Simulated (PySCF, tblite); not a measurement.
**C4H3F4O2 radical: geometry, infrared bands and EPR parameters**

Aim: predict the infrared bands and EPR parameters of C4H3F4O2 radical (`CO/C(F)=[C]\OC(F)(F)F`).

Programs: tblite 0.8.0 and PySCF 2.14.0, with density-fitted response routines of our own. Each step states its level of theory. These are calculated values for one molecule in the gas phase, unless marked as measured. Atoms are numbered from 0 throughout.

## Step 1: The molecule as given

13 atoms, charge 0, multiplicity 2; geometry from: force field or distance geometry start.

Bonds of the start (Å): C0–O1 1.41, O1–C2 1.36, C2–F3 1.37, C2–C4 1.29, C4–O5 1.33, O5–C6 1.42, C6–F7 1.36, C6–F8 1.35, C6–F9 1.35, C0–H10 1.10, C0–H11 1.10, C0–H12 1.10.

## Step 2: Relaxing the molecule with GFN2-xTB

What the job is given:

```
{"job": {"kind": "relax", "xc": "GFN2-xTB", "basis": "xTB"}, "charge": 0, "multiplicity": 2}
C     -2.403300     0.221400     0.697300
O     -1.032000    -0.043800     0.509500
C     -0.552600     0.526200    -0.632900
F     -1.350900     1.257800    -1.467500
C      0.692800     0.347100    -0.899300
O      1.981100     0.151900    -1.171300
C      2.588300    -0.631200    -0.156800
F      2.514700    -0.013400     1.050400
F      2.008300    -1.852600    -0.072400
F      3.889000    -0.812100    -0.448700
H     -2.737800    -0.256600     1.625500
H     -3.006500    -0.196800    -0.122700
H     -2.595500     1.302700     0.799700
```

The run is started by

```console
$ OMP_NUM_THREADS=1 python probes_run.py task.json out
```

This one command runs all jobs of the session in turn.

**Question.** This job is followed by: GFN2-xTB harmonic vibrations, gas phase; UKS B3LYP, pcH-1 on C F H O, non-relativistic, mean-field spin-orbit, GIAO. Predict these results of the whole session: strongest single infrared mode (GFN2-xTB); zero-point energy (GFN2-xTB); g(iso) (B3LYP); ⟨S²⟩; largest a(iso) (averaged by class); potential on the surface of density 0.002 e/bohr³, 1st and 99th percentile.

As calculated:

| quantity | value |
| --- | --- |
| strongest single infrared mode (GFN2-xTB) | 1172 cm⁻¹, 656 km/mol |
| zero-point energy (GFN2-xTB) | 43.9 kcal/mol |
| g(iso) (B3LYP) | 2.00326 |
| ⟨S²⟩ | 0.753 (exact 0.75) |
| largest a(iso) (averaged by class) | 13C on C4, 405.4 MHz |
| potential on the surface of density 0.002 e/bohr³, 1st and 99th percentile | -0.87 V and 1.31 V |

Over 82 steps the energy fell by 0.819 eV; of the close pairs, O5–C6 changed most, 1.418 to 1.345 Å. All 33 modes are real, so the xTB geometry is a minimum. The strongest single mode, at 1172 cm⁻¹, has its largest shares on C2, C4, O1 and O5 (the list is cut at 4 atoms). Unscaled tight-binding wavenumbers are off by several per cent, some by more. Its intensities can rank the bands wrongly. C4 carries the largest spin population, 0.78 e. The isotropic g lies 0.9 ppt above the free-electron value.
